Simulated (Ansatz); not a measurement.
# C₆H₁₈N₃OTa: one species, many methods

An exercise on one series of results from a longer session: the logs are not shown, and one member is left open.

Method: functionals in def2-TZVPP, the program's frozen cores in correlated methods; program: Ansatz 0.2.0, Gaussian basis.

The runs, in order: LDA (SPW92), PBE-D4, revPBE-D4, BLYP-D4, r2SCAN-D4, B97M-V, PBE0-D4, B3LYP-D4, r2SCANh-D4, r2SCAN0-D4, HSE06-D4, BHLYP-D4, CAM-B3LYP-D4, LC-ωPBE, ωB97X-V, ωB97M-V, B2PLYP, PBE-QIDH; CCSD(T)/def2-SVP; CCSD(T)/def2-TZVPP; MP2/def2-QZVPP; extrapolation to the limit; RPA on PBE.

1 further run of the same task is left out (for a known fault of the program).

## The geometry

The geometry comes from an earlier relaxation with PBE0-D4 in a triple-zeta def2 set; it is a stationary point, not always the lowest conformer. Ta takes the def2 core potential; no spin-orbit term is included.

SMILES `C[N](C)[Ta](=[O])([N](C)C)[N](C)C`, 29 atoms, charge 0, spin multiplicity 1.

Atoms are counted from 1 here; the program's logs count them from 0.

Bond lengths: C1–N2 1.445 Å, C1–H12 1.100 Å, C1–H13 1.099 Å, C1–H14 1.090 Å, N2–C3 1.442 Å, N2–Ta4 1.997 Å, C3–H15 1.095 Å, C3–H16 1.099 Å, C3–H17 1.100 Å, Ta4–O5 1.729 Å, Ta4–N6 1.998 Å, Ta4–N9 1.998 Å, N6–C7 1.445 Å, N6–C8 1.442 Å, C7–H18 1.100 Å, C7–H19 1.090 Å, C7–H20 1.099 Å, C8–H21 1.095 Å and more. Angles: N2–C1–H12 111.2°, N2–C1–H13 111.2°, N2–C1–H14 110.6°, H12–C1–H13 107.3°, H12–C1–H14 108.1°, H13–C1–H14 108.2°, C1–N2–C3 112.2°, C1–N2–Ta4 125.8°, C3–N2–Ta4 122.0°, N2–C3–H15 111.5°, N2–C3–H16 111.5°, N2–C3–H17 111.7°, H15–C3–H16 106.9°, H15–C3–H17 107.5°, H16–C3–H17 107.6°, N2–Ta4–O5 109.0°, N2–Ta4–N6 109.8°, N2–Ta4–N9 109.9° and more.

Set-up of the first run:

The input, in.yaml:

```yaml
crystal:
  periodic: [false, false, false]
  atoms:
    - {symbol: C, position_ang: [-2.351519, -1.818985, -1.254535]}
    - {symbol: N, position_ang: [-1.465188, -1.162089, -0.322059]}
    - {symbol: C, position_ang: [-1.677436, -1.601758, 1.034530]}
    - {symbol: Ta, position_ang: [-0.136159, 0.257719, -0.777674]}
    - {symbol: O, position_ang: [-0.417554, 0.795206, -2.396957]}
    - {symbol: N, position_ang: [-0.343144, 1.804630, 0.469045]}
    - {symbol: C, position_ang: [-0.889395, 3.097083, 0.125746]}
    - {symbol: C, position_ang: [0.108508, 1.749274, 1.837123]}
    - {symbol: N, position_ang: [1.716043, -0.478638, -0.646138]}
    - {symbol: C, position_ang: [2.745421, -0.359048, -1.652428]}
    - {symbol: C, position_ang: [2.146897, -1.262054, 0.484942]}
    - {symbol: H, position_ang: [-3.404955, -1.645177, -0.991664]}
    - {symbol: H, position_ang: [-2.189732, -2.906418, -1.258449]}
    - {symbol: H, position_ang: [-2.188459, -1.446444, -2.266115]}
    - {symbol: H, position_ang: [-1.026697, -1.068952, 1.735611]}
    - {symbol: H, position_ang: [-2.712373, -1.420890, 1.358591]}
    - {symbol: H, position_ang: [-1.477055, -2.676783, 1.149519]}
    - {symbol: H, position_ang: [-0.149773, 3.895668, 0.281225]}
    - {symbol: H, position_ang: [-1.196502, 3.118248, -0.920150]}
    - {symbol: H, position_ang: [-1.765085, 3.336043, 0.746086]}
    - {symbol: H, position_ang: [0.555129, 0.777897, 2.073241]}
    - {symbol: H, position_ang: [-0.716754, 1.914384, 2.544757]}
    - {symbol: H, position_ang: [0.875296, 2.511050, 2.038424]}
    - {symbol: H, position_ang: [3.635683, 0.146954, -1.252359]}
    - {symbol: H, position_ang: [3.064856, -1.347079, -2.014009]}
    - {symbol: H, position_ang: [2.382455, 0.213616, -2.506258]}
    - {symbol: H, position_ang: [1.345240, -1.377383, 1.221770]}
    - {symbol: H, position_ang: [3.002828, -0.799667, 0.997374]}
    - {symbol: H, position_ang: [2.449825, -2.274308, 0.181112]}
basis:
  gaussian: {orbitals: def2-TZVPP}
hamiltonian: {xc: lda}
output: {orbitals: {seedname: orbitals}}
```

Command:

```console
$ ansatz run in.yaml --threads 10 --pin off --events-out ev --progress --plain --max-ram 110592MiB --backend cuda --devices 0, --max-vram 75GiB
```

Among the steps run: LDA; PBE-D4 (GGA); revPBE-D4 (GGA); BLYP-D4 (GGA); r2SCAN-D4 (meta-GGA); B97M-V (meta-GGA); B3LYP-D4 (hybrid); r2SCANh-D4 (hybrid); r2SCAN0-D4 (hybrid); HSE06-D4 (hybrid); BHLYP-D4 (hybrid); CAM-B3LYP-D4 (range-separated); LC-ωPBE (range-separated); ωB97X-V (range-separated); ωB97M-V (range-separated); B2PLYP (double hybrid); PBE-QIDH (double hybrid).

One table of the session follows, with a row left open; its other results are not shown here.

It belongs to the step «Orbital energies across the functionals». 

```
  functional  HOMO (eV)  LUMO (eV)  gap (eV)
 LDA (SPW92)      -4.78      -0.77      4.01
      PBE-D4      -4.66      -0.57      4.09
   revPBE-D4      -4.60      -0.49      4.12
     BLYP-D4      -4.55      -0.46      4.10
   r2SCAN-D4      -4.87      -0.36      4.51
      B97M-V          ?          ?         ?
     PBE0-D4      -5.86       0.30      6.16
    B3LYP-D4      -5.67       0.07      5.74
  r2SCANh-D4      -5.33      -0.05      5.28
  r2SCAN0-D4      -6.03       0.43      6.46
    HSE06-D4      -5.47      -0.08      5.39
    BHLYP-D4      -7.04       0.98      8.02
CAM-B3LYP-D4      -7.16       1.13      8.29
     LC-ωPBE      -8.42       2.34     10.75
     ωB97X-V      -8.11       2.08     10.20
     ωB97M-V      -8.04       1.64      9.68
```

**Question.** Estimate the row for B97M-V.

The run gave: HOMO (eV): -5.03; LUMO (eV): -0.42; gap (eV): 4.61. In the column «HOMO (eV)» it lies between r2SCANh-D4 (-5.33) and r2SCAN-D4 (-4.87).
